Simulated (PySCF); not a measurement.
# C2H5GeNO (GeH2Me(NCO)): the cost of one run

Computed with PySCF 2.14.0, with density-fitted response routines of our own, on a single molecule in the gas phase. Atoms count from 0, in the outputs and in this text.

**1. Starting geometry**

10 atoms, charge 0, multiplicity 1; geometry from: GFN2-xTB. The atoms were then displaced at random by about 0.03 Å, so the start is not that level's minimum.

Bonds of the start (Å): Ge0–H1 1.48, Ge0–H2 1.40, Ge0–C3 2.02, Ge0–N7 1.74, C3–H4 1.02, C3–H5 1.20, C3–H6 1.08, N7–C8 1.18, C8–O9 1.19.

**2. Optimising the geometry at PBE0-D3(BJ)/def2-SVP**

Job settings and geometry (Å):

```
{"job": {"xc": "PBE0", "basis": "def2-SVP", "d3": "d3bj", "grid": 1, "maxiter": 40, "shake": 0.03, "kind": "geom"}, "charge": 0, "multiplicity": 1}
Ge     0.793530    -0.065630     0.593330
H      0.628140    -0.150680     2.066190
H      2.099650    -0.117510     0.104200
C     -0.128560     1.568600    -0.158230
H      0.220920     2.471120     0.147800
H     -1.276410     1.568080     0.175910
H     -0.186880     1.530120    -1.234440
N      0.003690    -1.471050    -0.049000
C     -0.704150    -2.281280    -0.543170
O     -1.325290    -3.128520    -1.098170
```

Launch:

```bash
$ OMP_NUM_THREADS=1 python probes_run.py task.json out
```

One launch serves the whole session: the jobs run in the order shown.

**Question.** How long does this first job take on 1 thread of AMD EPYC, shared host, and how much memory does it need?

About 55 s, with a peak of 0.44 GiB.
